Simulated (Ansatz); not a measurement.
# CaIrN2 in Ansatz: the effect of exact exchange

CaIrN2:

```xyz
4
Lattice="1.6489 0.9520 5.0094 -1.6489 0.9520 5.0094 0.0000 -1.9039 5.0094" Properties=species:S:1:pos:R:3 pbc="T T T"
Ir    0.0000    0.0000    7.5141
Ca    0.0000    0.0000    0.0000
N     0.0000    0.0000    3.4697
N     0.0000    0.0000   11.5585
```

The cell comes from a database or a generator and needn't be the stable form of this composition.

Alike in all runs:

- Program: Ansatz 0.2.0
- Task: single point
- Functional: HSE06 form with a typed share of exact exchange
- Potentials or basis: Ansatz PAW
- Cutoff: 420 eV (not typed: the program's choice for these potentials)
- k mesh: 5 × 5 × 5
- Occupations: fermi-dirac, width 0.05 eV
- Spin: no spin polarisation

```tsv
exact exchange	pressure (GPa)	largest force (eV/Å)
0.05	-3.2	0.15
0.1	-4.7	0.20
0.15	-6.1	0.25
0.2	-7.6	0.31
0.25	-9.1	0.38
0.3	-10.4	0.44
0.4	-13.1	0.53
0.5	?	?
```

What does the run with exact exchange 0.5 give?

Pressure -15.6 GPa; largest force 0.62 eV/Å.

Worked out: A straight line through the other rows of the pressure, of slope -28.4 GPa per unit of exact exchange, extrapolates to -16.1 GPa, against the run's -15.6. A parabola through the other rows of the largest force, of slope 1.02 eV/Å per unit of exact exchange there, extrapolates to 0.64 eV/Å, against the run's 0.62.

Caveats: all runs use coarse meshes; the PAW data sets come from PBE, with cores solved anew for the run's functional, which leaves a small shift of forces and pressure; the thresholds are loose for stress.
